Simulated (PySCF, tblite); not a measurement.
# C₃H₈BNO: geometry, infrared bands and NMR shifts

What infrared bands and NMR shifts should C₃H₈BNO (`C=CCOBN`) show?

The runs use tblite 0.8.0 and PySCF 2.14.0, with density-fitted response routines of our own; the level of theory stands in each step. All values are computed, except where a source is named. Atoms are numbered from 0 throughout.

**1. The molecule as given**

14 atoms, charge 0, multiplicity 1; geometry from: force field or distance geometry start.

Bonds of the start (Å): C0–C1 1.34, C1–C2 1.49, C2–O3 1.39, O3–B4 1.47, B4–N5 1.49, C0–H6 1.11, C0–H7 1.08, C1–H8 1.09, C2–H9 1.12, C2–H10 1.12, B4–H11 1.19, N5–H12 1.04, N5–H13 1.05.

**2. Geometry optimisation with GFN2-xTB**

The job: settings as JSON, then the geometry in Å.

```
{"job": {"kind": "relax", "xc": "GFN2-xTB", "basis": "xTB"}, "charge": 0, "multiplicity": 1}
C     -2.288800    -0.152900     0.905900
C     -1.967500     0.610400    -0.150500
C     -0.542800     0.673800    -0.596900
O      0.297800    -0.113700     0.183100
B      1.635300     0.073200    -0.399800
N      2.754900     0.457100     0.504900
H     -3.358200    -0.168500     1.207900
H     -1.534800    -0.714000     1.435700
H     -2.745100     1.172300    -0.657300
H     -0.148100     1.718500    -0.461800
H     -0.420400     0.356300    -1.665300
H      1.735800    -0.261900    -1.534100
H      3.015300    -0.296300     1.175000
H      3.566000     0.925200     0.031000
```

On the command line:

```
OMP_NUM_THREADS=1 python probes_run.py task.json out
```

One launch serves the whole session: the jobs run in the order shown.

**Question.** This job is followed by: GFN2-xTB harmonic vibrations, gas phase; GIAO PBE0/pcSseg-1 NMR shielding, non-relativistic, gas phase. What will the session give for the following? strongest single infrared mode (GFN2-xTB); zero-point energy (GFN2-xTB); ¹³C shifts against TMS (PBE0/pcSseg-1); ¹H shifts against TMS (PBE0/pcSseg-1, means over atoms taken as alike); ¹⁷O shifts against H2O (PBE0/pcSseg-1); ¹¹B shifts against BF3·OEt2 (PBE0/pcSseg-1); ¹⁵N shifts against NH3 (PBE0/pcSseg-1); surface potential, 1st and 99th percentile.

The runs gave:

| quantity | value |
| --- | --- |
| strongest single infrared mode (GFN2-xTB) | 1344 cm⁻¹, 374 km/mol |
| zero-point energy (GFN2-xTB) | 70.1 kcal/mol |
| ¹³C shifts against TMS (PBE0/pcSseg-1) | 147.3, 118.3, 73.0 ppm |
| ¹H shifts against TMS (PBE0/pcSseg-1, means over atoms taken as alike) | 6.16, 5.55, 5.51, 4.70, 4.10, 3.00 ppm |
| ¹⁷O shifts against H2O (PBE0/pcSseg-1) | 115.0 ppm |
| ¹¹B shifts against BF3·OEt2 (PBE0/pcSseg-1) | 26.4 ppm |
| ¹⁵N shifts against NH3 (PBE0/pcSseg-1) | 80.4 ppm |
| surface potential, 1st and 99th percentile | -1.29 V and 1.48 V |

In words: The optimisation took 142 steps and gained 1.504 eV; among the close pairs (by a distance rule), O3–B4 changed most, from 1.471 to 1.359 Å. All 36 modes are real, so the xTB geometry is a minimum. The strongest single mode, at 1344 cm⁻¹, moves mainly B4. Unscaled tight-binding wavenumbers are off by several per cent, some by more. Its intensities can rank the bands wrongly. At PBE0/pcSseg-1: The widest tensor belongs to O3: span 260 ppm, with a paramagnetic part of -177 ppm.
